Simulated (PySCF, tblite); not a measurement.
**C2H10O2Si2: geometry, infrared bands and NMR shifts**

Aim: predict the infrared bands and NMR shifts of C2H10O2Si2 (`CC[Si@@H](O)O[SiH3]`).

The runs use tblite 0.8.0 and PySCF 2.14.0, with density-fitted response routines of our own; the level of theory stands in each step. All values are computed, except where a source is named. Atoms count from 0, in the outputs and in this text.

## (1) The starting structure

16 atoms, charge 0, multiplicity 1; geometry from: force field or distance geometry start.

Bonds of the start (Å): C0–C1 1.51, C1–Si2 1.87, Si2–O3 1.71, Si2–O4 1.69, O4–Si5 1.71, C0–H6 1.11, C0–H7 1.12, C0–H8 1.12, C1–H9 1.09, C1–H10 1.11, Si2–H11 1.49, O3–H12 0.98, Si5–H13 1.47, Si5–H14 1.46, Si5–H15 1.49.

## (2) Optimising the geometry with GFN2-xTB

The job: settings as JSON, then the geometry in Å.

```
{"job": {"kind": "relax", "xc": "GFN2-xTB", "basis": "xTB"}, "charge": 0, "multiplicity": 1}
C     -2.202000     0.114900    -0.050100
C     -0.715400     0.286400    -0.285100
Si     0.121000    -0.302800     1.285300
O     -0.148500    -1.988600     1.443700
O      1.789900    -0.042000     1.326000
Si     2.439700     0.518300    -0.150000
H     -2.799200     0.568300    -0.864300
H     -2.443400     0.628300     0.910900
H     -2.436500    -0.969400     0.112600
H     -0.556800     1.348500    -0.490900
H     -0.483400    -0.351100    -1.162000
H     -0.538400     0.428200     2.397400
H     -0.048000    -2.365300     0.539800
H      2.850000    -0.554200    -1.061100
H      1.505500     1.383500    -0.870600
H      3.658000     1.306000     0.174400
```

Started as:

```console
> OMP_NUM_THREADS=1 python probes_run.py task.json out
```

This one command runs all jobs of the session in turn.

**Question.** This job is followed by: GFN2-xTB harmonic vibrations, gas phase; GIAO PBE0/pcSseg-1 NMR shielding, non-relativistic, gas phase. Predict these results of the whole session: strongest single infrared mode (GFN2-xTB); zero-point energy (GFN2-xTB); 13C shifts against TMS (PBE0/pcSseg-1); 1H shifts against TMS (PBE0/pcSseg-1, means over atoms taken as alike); 29Si shifts against TMS (PBE0/pcSseg-1); 17O shifts against H2O (PBE0/pcSseg-1).

As calculated:

| quantity | value |
| --- | --- |
| strongest single infrared mode (GFN2-xTB) | 797 cm⁻¹, 721 km/mol |
| zero-point energy (GFN2-xTB) | 72.4 kcal/mol |
| 13C shifts against TMS (PBE0/pcSseg-1) | 12.1, 7.6 ppm |
| 1H shifts against TMS (PBE0/pcSseg-1, means over atoms taken as alike) | 5.12, 4.99, 1.98, 1.10, 0.77, 0.54 ppm |
| 29Si shifts against TMS (PBE0/pcSseg-1) | -25.4, -46.4 ppm |
| 17O shifts against H2O (PBE0/pcSseg-1) | 51.0, 46.9 ppm |

Over 131 steps the energy fell by 1.037 eV; of the close pairs, Si2–O3 changed most, 1.715 to 1.622 Å. No mode is imaginary among the 42: a minimum at this level. The strongest single mode, at 797 cm⁻¹, has its largest shares on H12, H14, H15 and H13 (the list is cut at 4 atoms). Unscaled tight-binding wavenumbers are off by several per cent, some by more. Its intensities can rank the bands wrongly. At PBE0/pcSseg-1: The largest span, 104 ppm, is at Si5, where the paramagnetic term is -485 ppm.
